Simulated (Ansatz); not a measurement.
# CH₃Cl₂Y: up Jacob's ladder to CCSD(T)

One table from this session's results is given with a row withheld; the runs are named, their logs left out.

Program: Ansatz 0.2.0, Gaussian basis. Level of theory: functionals in def2-TZVPP, the program's frozen cores in correlated methods. These are calculated values, not measurements.

Plan: LDA (SPW92), PBE-D4, revPBE-D4, BLYP-D4, r2SCAN-D4, B97M-V, PBE0-D4, B3LYP-D4, r2SCANh-D4, r2SCAN0-D4, HSE06-D4, BHLYP-D4, CAM-B3LYP-D4, LC-ωPBE, ωB97X-V, ωB97M-V, B2PLYP, PBE-QIDH; CCSD(T)/def2-SVP; CCSD(T)/def2-TZVPP; CCSD(T)/def2-QZVPP; extrapolation to the limit; RPA on PBE.

2 further runs of the same task are left out: 2 for a known fault of the program.

## The geometry

An earlier PBE0-D4 in a triple-zeta def2 set relaxation fixed the geometry. Y takes the def2 core potential; no spin-orbit term is included.

SMILES `[CH3][Y]([Cl])[Cl]`, 7 atoms, charge 0, spin multiplicity 1.

Atoms are counted from 1 here; the program's logs count them from 0.

Bond lengths: C1–Y2 2.313 Å, C1–H5 1.098 Å, C1–H6 1.097 Å, C1–H7 1.100 Å, Y2–Cl3 2.454 Å, Y2–Cl4 2.454 Å. Angles: Y2–C1–H5 112.8°, Y2–C1–H6 113.4°, Y2–C1–H7 111.0°, H5–C1–H6 107.3°, H5–C1–H7 105.7°, H6–C1–H7 106.3°, C1–Y2–Cl3 115.7°, C1–Y2–Cl4 115.3°, Cl3–Y2–Cl4 127.8°.

Coordinates:

```xyz
7
CH3Cl2Y
C    -0.1302    1.1081   -0.0313
Y     0.1075   -1.1835    0.1759
Cl    2.3759   -1.9773    0.6734
Cl   -1.8223   -2.5078   -0.5620
H    -1.0935    1.4717    0.3511
H     0.6578    1.6751    0.4799
H    -0.0951    1.4138   -1.0871
```

The first run:

The input, in.yaml:

```yaml
crystal:
  periodic: [false, false, false]
  atoms:
    - {symbol: C, position_ang: [-0.130215, 1.108052, -0.031262]}
    - {symbol: Y, position_ang: [0.107466, -1.183540, 0.175867]}
    - {symbol: Cl, position_ang: [2.375883, -1.977309, 0.673394]}
    - {symbol: Cl, position_ang: [-1.822317, -2.507814, -0.562004]}
    - {symbol: H, position_ang: [-1.093501, 1.471694, 0.351115]}
    - {symbol: H, position_ang: [0.657831, 1.675103, 0.479949]}
    - {symbol: H, position_ang: [-0.095136, 1.413815, -1.087059]}
basis:
  gaussian: {orbitals: def2-TZVPP}
hamiltonian: {xc: lda}
output: {orbitals: {seedname: orbitals}}
```

The run is started by

```sh
ansatz run in.yaml --threads 2 --pin off --events-out ev --progress --plain --max-ram 32768MiB --backend cpu
```

Steps of the session up to this table: LDA; PBE-D4 (GGA); revPBE-D4 (GGA); BLYP-D4 (GGA); r2SCAN-D4 (meta-GGA); B97M-V (meta-GGA); B3LYP-D4 (hybrid); r2SCANh-D4 (hybrid); r2SCAN0-D4 (hybrid); HSE06-D4 (hybrid); BHLYP-D4 (hybrid); CAM-B3LYP-D4 (range-separated); LC-ωPBE (range-separated); ωB97X-V (range-separated); ωB97M-V (range-separated); B2PLYP (double hybrid); PBE-QIDH (double hybrid).

One table of the session follows, with a row left open; its other results are not shown here.

It belongs to the step «Orbital energies across the functionals». 

| functional | HOMO (eV) | LUMO (eV) | gap (eV) |
| --- | --- | --- | --- |
| LDA (SPW92) | ? | ? | ? |
| PBE-D4 | -6.09 | -3.28 | 2.81 |
| revPBE-D4 | -6.02 | -3.14 | 2.88 |
| BLYP-D4 | -5.94 | -3.31 | 2.63 |
| r2SCAN-D4 | -6.33 | -2.85 | 3.48 |
| B97M-V | -6.37 | -3.10 | 3.27 |
| PBE0-D4 | -7.35 | -2.49 | 4.87 |
| B3LYP-D4 | -7.11 | -2.85 | 4.26 |
| r2SCANh-D4 | -6.80 | -2.60 | 4.20 |
| r2SCAN0-D4 | -7.52 | -2.23 | 5.29 |
| HSE06-D4 | -6.95 | -2.86 | 4.10 |
| BHLYP-D4 | -8.50 | -1.92 | 6.58 |
| CAM-B3LYP-D4 | -8.72 | -1.75 | 6.97 |
| LC-ωPBE | -10.13 | -0.44 | 9.69 |
| ωB97X-V | -9.75 | -0.67 | 9.08 |
| ωB97M-V | -9.61 | -1.07 | 8.54 |

Estimate the missing values for LDA (SPW92).

The run gave: HOMO (eV): -6.25; LUMO (eV): -3.50; gap (eV): 2.76. In the column «HOMO (eV)» it lies between r2SCAN-D4 (-6.33) and PBE-D4 (-6.09).
